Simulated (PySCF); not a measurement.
**One shape, several levels: GaGeH4Cl (SMILES [Cl][GaH][GeH3])**

Aim: a comparison of 5 runs (HF/def2-SVP, PBE0/3-21G, PBE0/def2-SVP, BLYP/def2-TZVP, CCSD/6-31G) of GaGeH4Cl. The job is set up through a Python script.

The calculation is run with PySCF 2.14.0.

## Step 1: Starting point

GaGeH4Cl: 7 atoms, total charge 0, spin state singlet. As SMILES, `[Cl][GaH][GeH3]`. The shape is that of a PBE0-D4/def2-TZVP optimisation.

Bond lengths: Cl1–Ga2 2.159 Å, Ga2–Ge3 2.435 Å, Ga2–H4 1.564 Å, Ge3–H5 1.537 Å, Ge3–H6 1.537 Å, Ge3–H7 1.538 Å. Angles: Cl1–Ga2–Ge3 114.2°, Cl1–Ga2–H4 113.7°, Ge3–Ga2–H4 132.0°, Ga2–Ge3–H5 109.6°, Ga2–Ge3–H6 109.7°, Ga2–Ge3–H7 111.9°, H5–Ge3–H6 108.3°, H5–Ge3–H7 108.5°, H6–Ge3–H7 108.6°.

## Step 2: Energy and forces at HF/def2-SVP (run 1)

Contents of run.py:

```python
import pyscf.grad
from pyscf import gto

system = gto.M(
    atom='''
Cl    -4.085966    -2.656766     2.490092
Ga    -1.413515    -2.057912    -0.533281
Ge     1.335658     1.583213     0.070298
H     -1.613070    -4.048738    -2.708922
H     -0.265884     4.004141     0.192941
H      2.780165     1.317517     2.576264
H      3.262612     1.858735    -2.087391
''',
    max_memory=1860,
    verbose=4,
    unit='bohr',
    charge=0,
    basis='def2-svp',
    spin=0,
)

mf = system.RHF()
mf.conv_tol = 1e-10
mf.kernel()
if not mf.converged:
    mf = mf.newton().run(mf.mo_coeff, mf.mo_occ)

e_tot = mf.e_tot
print('Final energy', e_tot)
grad = mf.Gradients().kernel()
dip = mf.dip_moment()
pop, q = mf.mulliken_pop()
```

Command:

```bash
$ OMP_NUM_THREADS=1 python run.py
```

The log of the run:

```text
PySCF version 2.14.0

[... 63 lines left out ...]
converged SCF energy = -4459.84405242232
Final energy -4459.844052422318
[... 13 lines left out ...]
Dipole moment(X, Y, Z, Debye):  1.40324,  0.37596, -1.49942
[... 71 lines left out ...]
pop of  2 Ge 3dxz         1.63027
pop of  2 Ge 3dx2-y2      1.62797
pop of  2 Ge 4dxy         0.36015
pop of  2 Ge 4dyz         0.35900
pop of  2 Ge 4dz^2        0.35985
pop of  2 Ge 4dxz         0.36042
pop of  2 Ge 4dx2-y2      0.35950
pop of  2 Ge 5dxy         0.04629
pop of  2 Ge 5dyz         0.01599
pop of  2 Ge 5dz^2        0.04072
pop of  2 Ge 5dxz         0.05070
pop of  2 Ge 5dx2-y2      0.02070
pop of  3 H 1s            0.69806
pop of  3 H 2s            0.46804
pop of  3 H 2px           0.00057
pop of  3 H 2py           0.00392
pop of  3 H 2pz           0.00427
pop of  4 H 1s            0.71130
pop of  4 H 2s            0.38162
pop of  4 H 2px           0.00366
pop of  4 H 2py           0.00767
pop of  4 H 2pz           0.00080
pop of  5 H 1s            0.71136
pop of  5 H 2s            0.38062
pop of  5 H 2px           0.00325
pop of  5 H 2py           0.00106
pop of  5 H 2pz           0.00784
pop of  6 H 1s            0.71320
pop of  6 H 2s            0.38909
pop of  6 H 2px           0.00508
pop of  6 H 2py           0.00107
pop of  6 H 2pz           0.00588
 ** Mulliken atomic charges  **
charge of    0Cl =     -0.37744
charge of    1Ga =      0.69338
charge of    2Ge =      0.18242
charge of    3H =     -0.17487
charge of    4H =     -0.10505
charge of    5H =     -0.10413
charge of    6H =     -0.11431
```

Run time: 16 s. Hardware: 1 thread of Intel Xeon at 2.70GHz, shared host; peak memory 0.22 GiB.

## Step 3: Energy and forces at PBE0/3-21G (run 2)

Contents of job.py:

```python
import pyscf.grad
from pyscf import gto, dft

system = gto.M(
    atom='''
Cl  -2.162200  -1.405900   1.317700
Ga  -0.748000  -1.089000  -0.282200
Ge   0.706800   0.837800   0.037200
H   -0.853600  -2.142500  -1.433500
H   -0.140700   2.118900   0.102100
H    1.471200   0.697200   1.363300
H    1.726500   0.983600  -1.104600
''',
    verbose=4,
    max_memory=1860,
    basis='3-21g',
    charge=0,
)

mf = dft.RKS(system)
mf.xc = 'pbe0'
mf.conv_tol = 1e-10
mf.grids.level = 5
mf.kernel()
if not mf.converged:
    mf = mf.newton().run(mf.mo_coeff, mf.mo_occ)

energy = mf.e_tot
print('E(%s) = %.9f' % ('PBE0', energy))
grad = mf.Gradients().kernel()
dip = mf.dip_moment()
pop, q = mf.mulliken_pop()
```

Command:

```bash
$ OMP_NUM_THREADS=1 python job.py
```

The log of the run:

```text
PySCF version 2.14.0

[... 72 lines left out ...]
converged SCF energy = -4442.09231267776
[... 15 lines left out ...]
Dipole moment(X, Y, Z, Debye):  1.89183,  0.61806, -1.90124
[... 34 lines left out ...]
pop of  1 Ga 3dxz         1.98275
pop of  1 Ga 3dx2-y2      1.99064
pop of  2 Ge 1s           1.99982
pop of  2 Ge 2s           1.99770
pop of  2 Ge 3s           1.99703
pop of  2 Ge 4s           0.80161
pop of  2 Ge 5s           0.69678
pop of  2 Ge 2px          1.99802
pop of  2 Ge 2py          1.99801
pop of  2 Ge 2pz          1.99803
pop of  2 Ge 3px          1.98192
pop of  2 Ge 3py          1.98180
pop of  2 Ge 3pz          1.98206
pop of  2 Ge 4px          0.58168
pop of  2 Ge 4py          0.58106
pop of  2 Ge 4pz          0.58064
pop of  2 Ge 5px          0.26532
pop of  2 Ge 5py          0.31157
pop of  2 Ge 5pz          0.24260
pop of  2 Ge 3dxy         1.98871
pop of  2 Ge 3dyz         1.99860
pop of  2 Ge 3dz^2        1.99005
pop of  2 Ge 3dxz         1.98594
pop of  2 Ge 3dx2-y2      1.99622
pop of  3 H 1s            0.40012
pop of  3 H 2s            0.68872
pop of  4 H 1s            0.40956
pop of  4 H 2s            0.65021
pop of  5 H 1s            0.40962
pop of  5 H 2s            0.64974
pop of  6 H 1s            0.40972
pop of  6 H 2s            0.66604
 ** Mulliken atomic charges  **
charge of    0Cl =     -0.40506
charge of    1Ga =      0.64395
charge of    2Ge =      0.04484
charge of    3H =     -0.08885
charge of    4H =     -0.05977
charge of    5H =     -0.05936
charge of    6H =     -0.07576
```

Run time: 25 s. Hardware: 1 thread of Intel Xeon at 2.70GHz, shared host; peak memory 0.65 GiB.

## Step 4: Energy and gradient at PBE0/def2-SVP (run 3)

Contents of job.py:

```python
import pyscf.grad
from pyscf import gto, dft

mol = gto.Mole()
mol.atom = '''
Cl    -2.162200    -1.405900     1.317700
Ga    -0.748000    -1.089000    -0.282200
Ge     0.706800     0.837800     0.037200
H     -0.853600    -2.142500    -1.433500
H     -0.140700     2.118900     0.102100
H      1.471200     0.697200     1.363300
H      1.726500     0.983600    -1.104600
'''
mol.spin = 0
mol.basis = 'def2-svp'
mol.verbose = 4
mol.max_memory = 1860
mol.charge = 0
mol.build()

mf = dft.RKS(mol, xc='pbe0')
mf.grids.level = 5
mf.conv_tol = 1e-10
mf.kernel()
if not mf.converged:
    mf = mf.newton().run(mf.mo_coeff, mf.mo_occ)

e_tot = mf.e_tot
print('E(%s) = %.9f' % ('PBE0', e_tot))
grad = mf.Gradients().kernel()
mf.analyze()
```

Command:

```bash
$ OMP_NUM_THREADS=1 python job.py
```

The log of the run:

```text
PySCF version 2.14.0

[... 100 lines left out ...]
MO #2   energy= -372.898599451074  occ= 2
[... 9 lines left out ...]
MO #12  energy= -9.51103397371374  occ= 2
[... 9 lines left out ...]
MO #22  energy= -3.85810473904501  occ= 2
[... 9 lines left out ...]
MO #32  energy= -0.884776806281749 occ= 2
[... 9 lines left out ...]
MO #42  energy= -0.284482538559763 occ= 2
[... 9 lines left out ...]
MO #52  energy= 0.243812511285145  occ= 0
[... 9 lines left out ...]
MO #62  energy= 0.48770579249362   occ= 0
[... 9 lines left out ...]
MO #72  energy= 0.830460820481858  occ= 0
[... 9 lines left out ...]
MO #82  energy= 1.49656736973038   occ= 0
[... 9 lines left out ...]
MO #92  energy= 1.92234886122072   occ= 0
[... 9 lines left out ...]
MO #102 energy= 2.72627125021648   occ= 0
[... 73 lines left out ...]
pop of  2 Ge 3dx2-y2      1.99937
pop of  2 Ge 4dxy         0.00284
pop of  2 Ge 4dyz         0.00056
pop of  2 Ge 4dz^2        0.00239
pop of  2 Ge 4dxz         0.00293
pop of  2 Ge 4dx2-y2      0.00079
pop of  2 Ge 5dxy         0.00127
pop of  2 Ge 5dyz         0.00045
pop of  2 Ge 5dz^2        0.00088
pop of  2 Ge 5dxz         0.00063
pop of  2 Ge 5dx2-y2      0.00036
pop of  3 H 1s            1.05529
pop of  3 H 2s            0.00311
pop of  3 H 2px           0.00010
pop of  3 H 2py           0.00115
pop of  3 H 2pz           0.00119
pop of  4 H 1s            1.02688
pop of  4 H 2s            0.00321
pop of  4 H 2px           0.00071
pop of  4 H 2py           0.00165
pop of  4 H 2pz           0.00004
pop of  5 H 1s            1.02677
pop of  5 H 2s            0.00324
pop of  5 H 2px           0.00059
pop of  5 H 2py           0.00005
pop of  5 H 2pz           0.00176
pop of  6 H 1s            1.03690
pop of  6 H 2s            0.00315
pop of  6 H 2px           0.00106
pop of  6 H 2py           0.00006
pop of  6 H 2pz           0.00129
 ** Mulliken atomic charges  **
charge of    0Cl =     -0.26706
charge of    1Ga =      0.34838
charge of    2Ge =      0.08690
charge of    3H =     -0.06085
charge of    4H =     -0.03249
charge of    5H =     -0.03242
charge of    6H =     -0.04246
Dipole moment(X, Y, Z, Debye):  1.28144,  0.42908, -1.26886
```

Wall time 48 s (1 thread of Intel Xeon at 2.70GHz, shared host); peak memory 1 GiB.

Run 4 isn't shown in full; the table further down has it.

## Step 5: A single-point energy at CCSD/6-31G (run 5)

Contents of calc.py:

```python
from pyscf import gto, scf, cc

mol = gto.M(
    atom='''
Cl  -2.162200  -1.405900   1.317700
Ga  -0.748000  -1.089000  -0.282200
Ge   0.706800   0.837800   0.037200
H   -0.853600  -2.142500  -1.433500
H   -0.140700   2.118900   0.102100
H    1.471200   0.697200   1.363300
H    1.726500   0.983600  -1.104600
''',
    basis='6-31g',
    verbose=3,
    max_memory=1860,
)

mf = scf.RHF(mol)
mf.conv_tol = 1e-10
mf.kernel()
if not mf.converged:
    mf = mf.newton().run(mf.mo_coeff, mf.mo_occ)

mycc = cc.CCSD(mf, frozen=23)
mycc.kernel()
energy = mycc.e_tot
print(f'total energy: {energy:.8f} hartree')
mf.analyze()
```

Command:

```bash
$ OMP_NUM_THREADS=1 python calc.py
```

The log of the run:

```text
converged SCF energy = -4459.77302059467
E(CCSD) = -4460.226097238326  E_corr = -0.4530766436608028
total energy: -4460.22609724 hartree
**** MO energy ****
MO #1   energy= -405.21252934793   occ= 2
MO #2   energy= -378.840900008243  occ= 2
MO #3   energy= -104.789580829953  occ= 2
MO #4   energy= -52.1492445495129  occ= 2
MO #5   energy= -48.2174563939339  occ= 2
MO #6   energy= -46.2394039854403  occ= 2
MO #7   energy= -46.2391673161976  occ= 2
MO #8   energy= -46.239162002865   occ= 2
MO #9   energy= -42.5485729003889  occ= 2
MO #10  energy= -42.5467321011627  occ= 2
MO #11  energy= -42.5457602694991  occ= 2
MO #12  energy= -10.5317859202912  occ= 2
MO #13  energy= -7.99988857125745  occ= 2
MO #14  energy= -7.99692391697339  occ= 2
MO #15  energy= -7.99652228224628  occ= 2
MO #16  energy= -7.18734924810379  occ= 2
MO #17  energy= -6.43880026841514  occ= 2
MO #18  energy= -5.16345889880913  occ= 2
MO #19  energy= -5.16335390476687  occ= 2
MO #20  energy= -5.16332419731208  occ= 2
MO #21  energy= -4.53392327345318  occ= 2
MO #22  energy= -4.53176916392006  occ= 2
MO #23  energy= -4.52850287627654  occ= 2
MO #24  energy= -1.61602542572761  occ= 2
MO #25  energy= -1.61597408039675  occ= 2
MO #26  energy= -1.61502451687987  occ= 2
MO #27  energy= -1.61428240685974  occ= 2
MO #28  energy= -1.61423436512228  occ= 2
MO #29  energy= -1.22969161783636  occ= 2
MO #30  energy= -1.22550697599089  occ= 2
MO #31  energy= -1.22118491941269  occ= 2
MO #32  energy= -1.22023867542853  occ= 2
MO #33  energy= -1.21898637556486  occ= 2
MO #34  energy= -1.06386549672577  occ= 2
MO #35  energy= -0.748855703145547 occ= 2
MO #36  energy= -0.593331933543884 occ= 2
MO #37  energy= -0.492055359395053 occ= 2
MO #38  energy= -0.483127334721456 occ= 2
MO #39  energy= -0.47000390377181  occ= 2
MO #40  energy= -0.453656040995584 occ= 2
MO #41  energy= -0.45329708156134  occ= 2
MO #42  energy= -0.38433061418056  occ= 2
MO #43  energy= 0.017489564671195  occ= 0
MO #44  energy= 0.0906651321049434 occ= 0
MO #45  energy= 0.0927857737321678 occ= 0
MO #46  energy= 0.142064643113738  occ= 0
MO #47  energy= 0.168446831090147  occ= 0
MO #48  energy= 0.171772509196879  occ= 0
MO #49  energy= 0.178440580235701  occ= 0
MO #50  energy= 0.22651512723175   occ= 0
MO #51  energy= 0.2403369349968    occ= 0
MO #52  energy= 0.279949118695392  occ= 0
MO #53  energy= 0.292894770614929  occ= 0
MO #54  energy= 0.329316353456576  occ= 0
MO #55  energy= 0.358434385163043  occ= 0
MO #56  energy= 0.378177096232237  occ= 0
MO #57  energy= 0.44565223130877   occ= 0
MO #58  energy= 0.667268972686053  occ= 0
MO #59  energy= 0.68561411222041   occ= 0
MO #60  energy= 0.741285478426059  occ= 0
MO #61  energy= 0.814200768499307  occ= 0
MO #62  energy= 1.20535050922995   occ= 0
MO #63  energy= 1.21652024820427   occ= 0
MO #64  energy= 1.23465920435045   occ= 0
MO #65  energy= 1.24219324330314   occ= 0
MO #66  energy= 2.81567713291922   occ= 0
MO #67  energy= 2.81916080926569   occ= 0
MO #68  energy= 2.84488863186523   occ= 0
MO #69  energy= 2.86571526094861   occ= 0
MO #70  energy= 2.89312571019964   occ= 0
MO #71  energy= 3.24258124654721   occ= 0
MO #72  energy= 3.24714775605777   occ= 0
MO #73  energy= 3.2856402318648    occ= 0
MO #74  energy= 3.30512739272497   occ= 0
MO #75  energy= 3.305823810244     occ= 0
 ** Mulliken atomic charges  **
charge of    0Cl =     -0.35893
charge of    1Ga =      0.45938
charge of    2Ge =      0.17659
charge of    3H =     -0.08569
charge of    4H =     -0.06113
charge of    5H =     -0.06066
charge of    6H =     -0.06956
Dipole moment(X, Y, Z, Debye):  2.24912,  0.67582, -2.32458
```

Run time: 10 s. Hardware: 1 thread of Intel Xeon at 2.70GHz, shared host; peak memory 0.23 GiB.

## Step 6: Overview of the runs

```
run           level  integration grid      task   energy (Eh)  dipole moment (D) of the reference  HOMO energy (eV)  LUMO energy (eV)  wall time
  1     HF/def2-SVP                 –  gradient  -4459.844052                                2.09            -10.34              0.81       16 s
  2      PBE0/3-21G                 5  gradient  -4442.092313                                2.75             -7.82             -2.09       25 s
  3   PBE0/def2-SVP                 5  gradient  -4463.190028                                1.85             -7.74             -1.98       48 s
  4  BLYP/def2-TZVP                 5  gradient  -4464.638189                                1.86             -6.53             -2.73    2.1 min
  5      CCSD/6-31G                 –    energy  -4460.226097                                3.30            -10.46              0.48       10 s
```

## Step 7: Results

| quantity | value |
| --- | --- |
| run 5: total energy | -4460.22610 Eh |
| run 5: dipole moment (Hartree–Fock density) | 3.30 D |
| run 5: HOMO energy (Hartree–Fock orbitals) | -10.46 eV |
| run 5: LUMO energy (Hartree–Fock orbitals) | 0.48 eV |
| run 5: HOMO–LUMO gap (Hartree–Fock orbitals) | 10.93 eV |
| run 5: correlation energy (23 core orbitals frozen) | -453.1 mEh |
| run 5: T1 diagnostic | 0.010 |

In words: Over runs 1, 2, 3, 4 the dipole moment (its size) runs from 1.85 D (PBE0/def2-SVP) to 2.75 D (PBE0/3-21G). Over runs 1, 2, 3, 4 the HOMO–LUMO gap runs from 3.80 eV (BLYP/def2-TZVP) to 11.15 eV (HF/def2-SVP). The two ends differ in method and basis. Totals of different functionals can't be ranked against each other. All runs together took 3.7 min, the longest 2.1 min.
